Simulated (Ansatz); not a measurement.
**SiHBr (SMILES [SiH]Br): CCSD(T)/STO-3G**

What is the vertical ionisation energy of SiHBr at CCSD(T)/STO-3G? 

Program for the calculation: Ansatz 0.2.0.

57 further runs of the same task are left out: 11 that didn't finish, 46 set aside as unsound or not needed.

**1. The structure to begin with**

SiHBr: 3 atoms, total charge 0, spin state singlet. As SMILES, `[SiH]Br`. The shape is that of a PBE0-D4/def2-TZVP optimisation.

Bond lengths: Si1–Br2 2.245 Å, Si1–H3 1.527 Å. Angles: Br2–Si1–H3 94.0°.

**2. The energy at CCSD(T)/STO-3G**

input.yaml

```yaml
crystal:
  periodic: [false, false, false]
  atoms:
    - {symbol: Si, position_ang: [-0.624700, 0.521900, -0.296100]}
    - {symbol: Br, position_ang: [1.340900, 0.401500, 0.781400]}
    - {symbol: H, position_ang: [-0.727100, -0.988300, -0.498600]}
basis:
  gaussian: {orbitals: STO-3G}
correlation: {method: ccsd_t, frozen_orbitals: {Br: 9, H: 0, Si: 5}}
accuracy: high
scf: {omitted_lower_state_checks: [cluster_reference, increment]}
```

Command:

```
$ ansatz run input.yaml --threads 1 --pin off --max-ram 2610MiB --events-out events.jsonl --progress --plain --runs-dir runs
```

Standard output, cut to the lines that bear on the results:

```text
Warning: RAYON_NUM_THREADS=1 ignored (pool sized by the plan → 1); use --threads N
Functional definition: HF
  name "HF"
[...]
394 factors; integrals over basis functions are off by at most 5.6e-8 eV
[...]
mean field -77030.84848475 eV, -2830.8314684302 hartree, gradient 7.9e-8 eV, S^2 0.000000; 0 other end points of the search recorded, 0 dependent functions left out
14 core orbitals not correlated: weight in the atoms' cores, before any rotation towards them, 1.000 or more for the frozen orbitals, at most 0.000 for the correlated occupied ones
reference -77030.84848475 eV, -2830.8314684302 hartree; 11, 11 occupied and 3, 3 virtual orbitals, 394 factors
second order -0.98321106 eV of doubles, -0.00000000 eV of singles
cycle   1  -1.24133035 eV  change   -2.6e-1 eV  update   6.5e-2
[...]
cycle  21  -1.43728712 eV  change    1.2e-9 eV  update  6.0e-10
perturbative correction -0.03321627 eV, -0.0012206753 hartree
Total energy: -77032.31898814 eV, -2830.8855084329 hartree
Checks for a lower state left out: cluster_reference, increment
```

It took 0.32 s on 1 thread of Arm Neoverse V1, shared host.

**3. The doublet cation**

in.yaml

```yaml
basis:
  gaussian: {orbitals: STO-3G}
crystal:
  periodic: [false, false, false]
  atoms:
    - {symbol: Si, position_ang: [-0.624700, 0.521900, -0.296100]}
    - {symbol: Br, position_ang: [1.340900, 0.401500, 0.781400]}
    - {symbol: H, position_ang: [-0.727100, -0.988300, -0.498600]}
total_charge: 1
magnetization: {spin_polarized: true, initial_magnetization: 1}
correlation: {method: ccsd_t, frozen_orbitals: {Br: 9, H: 0, Si: 5}}
accuracy: high
scf: {omitted_lower_state_checks: [cluster_reference, increment]}
```

Command:

```
$ ansatz run in.yaml --threads 1 --pin off --max-ram 2610MiB --events-out events.jsonl --progress --plain --runs-dir runs
```

Standard output, cut to the lines that bear on the results:

```text
Warning: RAYON_NUM_THREADS=1 ignored (pool sized by the plan → 1); use --threads N
[... 2 set-up lines as earlier in the session ...]
[...]
394 factors; integrals over basis functions are off by at most 5.6e-8 eV
[...]
mean field -77024.54925462 eV, -2830.5999759926 hartree, gradient 1.4e-8 eV, S^2 0.773558; 11 other end points of the search recorded, 0 dependent functions left out
14 core orbitals not correlated: weight in the atoms' cores, before any rotation towards them, 1.000 or more for the frozen orbitals, at most 0.000 for the correlated occupied ones
reference -77024.54925462 eV, -2830.5999759926 hartree; 11, 10 occupied and 3, 4 virtual orbitals, 394 factors
second order -1.17459503 eV of doubles, -0.00000000 eV of singles
cycle   1  -1.41884372 eV  change   -2.4e-1 eV  update   9.8e-2
[...]
cycle  30  -1.74144470 eV  change  -2.6e-11 eV  update  7.1e-10
perturbative correction -0.11434046 eV, -0.0042019344 hartree
Total energy: -77026.40503978 eV, -2830.6681748392 hartree
Checks for a lower state left out: cluster_reference, increment
```

Wall time 1.3 s (1 thread of Arm Neoverse V1, shared host).

**4. Outcome**

Level: CCSD(T)/STO-3G, 14 core orbitals frozen.

```
                                                    quantity           value
                                 singlet SiHBr: total energy  -2830.88551 Eh
 singlet SiHBr: correlation energy (14 core orbitals frozen)       -54.0 mEh
                               singlet SiHBr: (T) correction       -1.22 mEh
                                singlet SiHBr: T1 diagnostic           0.010
                                doublet cation: total energy  -2830.66817 Eh
doublet cation: correlation energy (14 core orbitals frozen)       -68.2 mEh
                              doublet cation: (T) correction       -4.20 mEh
           doublet cation: ⟨S²⟩ of the reference determinant           0.774
                               doublet cation: T1 diagnostic           0.036
          vertical ionisation energy (to the doublet cation)        5.914 eV
```

What this shows: Removing an electron at fixed nuclei costs 5.91 eV (571 kJ/mol). In a minimal basis such a difference can be off by several eV, whatever the method. The triples (singlet SiHBr) make up 2.3 % of the correlation energy. The triples (doublet cation) make up 6.2 % of the correlation energy.
